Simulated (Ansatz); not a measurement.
**WH3+ (quintet): from Hartree-Fock to the top rungs, def2-SVP**

The task here is to estimate one member of a computed series from the others.

The runs use Ansatz 0.2.0, Gaussian basis; def2-SVP, core rule «outside noble gas», up to 4 orbitals frozen.

Plan: UHF; CCSD(T) on ROHF; CCSD(T) on UHF; CISD as a restricted active space (open shells left free, so some higher excitations enter); CCSDT(Q) on ROHF; CCSDT(Q) on UHF.

24 further runs of the same task are left out: 5 for a known fault of the program, 7 that didn't finish, 12 set aside as unsound or not needed. Runs told in other sessions of the task aren't counted.

## The system

The geometry is a PBE0/def2-TZVP stationary point (not a proven minimum) of the parent state, kept for this charge and spin. No spin-orbit coupling is included. Elements past krypton take def2 core potentials.

4 atoms, charge 1, spin multiplicity 5.

Atoms are counted from 1 here; the program's logs count them from 0.

Bond lengths: W1–H2 1.697 Å, W1–H3 1.809 Å, W1–H4 1.809 Å. Angles: H2–W1–H3 90.2°, H2–W1–H4 90.2°, H3–W1–H4 179.6°.

Set-up of the first run:

The input, in.yaml:

```yaml
crystal:
  periodic: [false, false, false]
  atoms:
    - {symbol: W, position_ang: [0.000000, -0.009090, 0.000000]}
    - {symbol: H, position_ang: [0.000000, 1.688316, 0.000000]}
    - {symbol: H, position_ang: [0.000000, -0.015207, 1.808801]}
    - {symbol: H, position_ang: [0.000000, -0.015207, -1.808801]}
basis:
  gaussian: {orbitals: def2-SVP}
total_charge: 1
magnetization: {spin_polarized: true, initial_magnetization: 4}
hamiltonian: {xc: hf}
output: {orbitals: {seedname: orbitals}}
```

The run is started by

```bash
$ ansatz run in.yaml --threads 1 --pin off --events-out ev --progress --plain --max-ram 2393MiB
```

Steps of the session up to this table: UHF; CCSD(T) on ROHF; CCSD(T) on UHF; CISD as a restricted active space (open shells left free, so some higher excitations enter); CCSDT(Q) on ROHF; CCSDT(Q) on UHF.

One of the session's tables, all rows but one given; the rest of the session is left out.

It belongs to the step «Misses and costs». 

```
   method  from RCCSDT(Q) (kcal/mol)
      UHF                     +88.88
     RMP2                     +17.60
     UMP2                     +18.17
     CISD                      +9.43
    RCCSD                      +3.28
    UCCSD                      +1.13
 RCCSD(T)                          ?
 UCCSD(T)                      -1.27
   RCCSDT                      +0.14
   UCCSDT                      -1.77
RCCSDT(Q)                          0
UCCSDT(Q)                      -1.89
```

**Question.** Estimate the row for RCCSD(T).

The run gave: from RCCSDT(Q) (kcal/mol): +0.68. In the column «from RCCSDT(Q) (kcal/mol)» it lies between RCCSDT (+0.14) and UCCSD (+1.13).

Left out of the table: ROHF (another determinant or state than the rows shown).

Limits of these values: The report flags that the cluster equations may have other roots. The program flags RCCSD(T), UCCSD(T), RCCSDT(Q), UCCSDT(Q) as in doubt, so the zero of the table is itself unsure. Warnings: coupled cluster took another determinant than the lowest. Restricted and unrestricted rows rest on different reference determinants; a gap between their highest levels can come from leftover correlation error, from unlike frozen cores or from another state.
